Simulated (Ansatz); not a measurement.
# CoPd3: the cost of one run

Computed with the Python package of Ansatz 0.2.0. The levels of theory stand in the script.

**1. Starting point**

The structure is cubic, space group Pm-3m (No. 221). The conventional cell has a = 3.850 Å, b = 3.850 Å, c = 3.850 Å, α = 90.00°, β = 90.00°, γ = 90.00°. Co (site symmetry m-3m) has 12 Pd at 2.72 Å in its first shell of neighbours. Around Pd (site symmetry 4/mmm) lie 4 Co at 2.72 Å and 8 Pd at 2.72 Å.

The script reads copd3.extxyz:

```xyz
4
Lattice="3.85037485 0.0 0.0 0.0 3.85037485 0.0 0.0 0.0 3.85037485" Properties=species:S:1:pos:R:3:initial_magmoms:R:1 pbc="T T T"
Co    0.00000000    0.00000000    0.00000000  2.50
Pd    0.00000000    1.92518743    1.92518743  0.00
Pd    1.92518743    0.00000000    1.92518743  0.00
Pd    1.92518743    1.92518743    0.00000000  0.00
```

**2. The code**

xc_copd3.py

```python
"""Functional comparison for CoPd3 (totals differ with the potentials too)."""

import warnings

import ansatz


def main() -> None:
    warnings.simplefilter("ignore", ansatz.DeckWarning)

    structure = ansatz.Crystal.from_extxyz("copd3.extxyz")

    calc = (
        structure.calculation()
        .pseudopotentials("paw")
        .basis(18 * ansatz.Ha)
        .kpoints(6, 6, 6)
        .occupations(ansatz.OccupationsMethod.FERMI_DIRAC, width=0.1)
        .spin("collinear")
        .stress()
    )

    rows = []
    for value in ["pbesol", "blyp", "lda"]:
        summary = calc.functional(value).run(threads=1).report
        rows.append((value, summary["free_energy_ev"] / len(summary["lattice"]["sites"]), summary["n_iterations"], sum(summary["stress_gpa"][i][i] for i in range(3)) / 3, summary["magnetization_mub"], summary["n_kpoints"]))

    print("  functional   F/atom (eV)    iterations       P (GPa)  moment (muB)      k-points")
    for row in rows:
        print(f"{str(row[0]):>12s}  {row[1]:12.5f}  {row[2]:12d}  {row[3]:12.3f}  {row[4]:12.3f}  {row[5]:12d}")


if __name__ == "__main__":
    main()
```

**3. The input behind the calls**

The package turns the script's settings into the engine's input (first run):

```yaml
crystal:
  lattice:
    - [3.85037485, 0.0, 0.0]
    - [0.0, 3.85037485, 0.0]
    - [0.0, 0.0, 3.85037485]
  atoms:
    - { symbol: Co, position: [0.0, 0.0, 0.0], spin: 2.5 }
    - { symbol: Pd, position: [0.0, 0.5000000012985748, 0.5000000012985748], spin: 0.0 }
    - { symbol: Pd, position: [0.5000000012985748, 0.0, 0.5000000012985748], spin: 0.0 }
    - { symbol: Pd, position: [0.5000000012985748, 0.5000000012985748, 0.0], spin: 0.0 }
basis:
  ecutwfc: 489.804952427784
kpoints:
  mp_grid:
    grid: [6, 6, 6]
hamiltonian:
  xc: pbesol
  pseudopotentials:
    kind: paw
magnetization:
  spin_polarized: true
scf:
  occupations:
    method: fermi_dirac
    width: 0.1
output:
  stress: true
```

**4. Running it**

Started as:

```console
python xc_copd3.py
```

What time and memory should one allow on 1 thread of Arm Neoverse V1, shared host?

About 44 s, with a peak of 0.49 GiB.
